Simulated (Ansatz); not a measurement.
# C3H7AlOSi: the cost of one run

Computed with Ansatz 0.2.0, Gaussian basis. Level: functionals in def2-TZVPP, the program's frozen cores in correlated methods.

Plan: PBE-D4, r2SCAN-D4, PBE0-D4, B3LYP-D4, ωB97X-V, ωB97M-V, B2PLYP; CCSD(T)/def2-TZVPP; MP2/def2-QZVPP; extrapolation to the limit.

### 1 The relaxed structure

An earlier PBE0-D4 in a triple-zeta def2 set relaxation fixed the geometry.

13 atoms, charge 0, spin multiplicity 1.

Atoms are counted from 1 here; the program's logs count them from 0.

Bond lengths: C1–C2 1.336 Å, C1–H7 1.091 Å, C1–H8 1.090 Å, C2–Al3 2.004 Å, C2–Si4 1.835 Å, Al3–O6 1.986 Å, Al3–H9 1.592 Å, Al3–H10 1.595 Å, Si4–C5 1.932 Å, Si4–H11 1.490 Å, Si4–H12 1.491 Å, C5–O6 1.230 Å, C5–H13 1.104 Å. Angles: C2–C1–H7 124.1°, C2–C1–H8 121.9°, H7–C1–H8 114.0°, C1–C2–Al3 127.0°, C1–C2–Si4 123.7°, Al3–C2–Si4 109.0°, C2–Al3–O6 92.3°, C2–Al3–H9 116.4°, C2–Al3–H10 116.1°, O6–Al3–H9 103.6°, O6–Al3–H10 100.2°, H9–Al3–H10 120.5°, C2–Si4–C5 98.2°, C2–Si4–H11 120.4°, C2–Si4–H12 117.3°, C5–Si4–H11 107.0°, C5–Si4–H12 102.8°, H11–Si4–H12 108.4° and more.

### 2 PBE-D4 (GGA)

The input, in.yaml:

```yaml
crystal:
  periodic: [false, false, false]
  atoms:
    - {symbol: C, position_ang: [-1.948278, -0.888977, -0.409548]}
    - {symbol: C, position_ang: [-0.740504, -0.331513, -0.282249]}
    - {symbol: Al, position_ang: [-0.192120, 1.505941, -0.863105]}
    - {symbol: Si, position_ang: [0.659019, -1.122261, 0.602434]}
    - {symbol: C, position_ang: [1.725567, 0.460376, 0.904290]}
    - {symbol: O, position_ang: [1.391866, 1.498802, 0.335058]}
    - {symbol: H, position_ang: [-2.208500, -1.877984, -0.030059]}
    - {symbol: H, position_ang: [-2.770345, -0.376258, -0.909491]}
    - {symbol: H, position_ang: [-1.072327, 2.714010, -0.314838]}
    - {symbol: H, position_ang: [0.526788, 1.608829, -2.282918]}
    - {symbol: H, position_ang: [0.445820, -1.763792, 1.929988]}
    - {symbol: H, position_ang: [1.572395, -1.988256, -0.197180]}
    - {symbol: H, position_ang: [2.630919, 0.526082, 1.532420]}
basis:
  gaussian: {orbitals: def2-TZVPP}
hamiltonian: {xc: pbe, dispersion: d4}
output: {forces: true, orbitals: {seedname: orbitals}}
```

On the command line:

```bash
$ ansatz run in.yaml --threads 4 --pin off --events-out ev --progress --plain --max-ram 10444MiB
```

Q: Estimate wall time and peak memory on 4 threads of Arm Neoverse V1, shared host.

About 4 s, with a peak of 0.48 GiB.
